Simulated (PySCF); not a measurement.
# F2H4P2Si (SiH3PHPF2): the cost of one run

Programs: PySCF 2.14.0, with density-fitted response routines of our own. Each step states its level of theory. These are calculated values for one molecule in the gas phase, unless marked as measured. Atoms are numbered from 0 throughout.

### 1 Starting geometry

9 atoms, charge 0, multiplicity 1; geometry from: GFN2-xTB.

Bonds of the start (Å): F0–P1 1.62, P1–F2 1.62, P1–P3 2.18, P3–Si4 2.26, P3–H5 1.39, Si4–H6 1.46, Si4–H7 1.47, Si4–H8 1.46.

### 2 Optimising the geometry at PBE0-D3(BJ)/def2-SVP

The job: settings as JSON, then the geometry in Å.

```
{"job": {"xc": "PBE0", "basis": "def2-SVP", "d3": "d3bj", "grid": 1, "kind": "geom"}, "charge": 0, "multiplicity": 1}
F      2.684957     1.410825     0.695518
P      1.760944     0.217166     0.108290
F      1.654731     0.874611    -1.370106
P     -0.178480     0.882726     0.857238
Si    -1.286424    -0.642508    -0.386127
H     -0.029932     0.061536     1.970859
H     -2.592318    -0.770024     0.257035
H     -0.607183    -1.941184    -0.424764
H     -1.392734    -0.087154    -1.733122
```

On the command line:

```bash
OMP_NUM_THREADS=1 python probes_run.py task.json out
```

This one command runs all jobs of the session in turn.

Q: Estimate the wall time and peak memory of this first job on 1 thread of Arm Neoverse V1, shared host.

About 58 s, with a peak of 0.42 GiB.
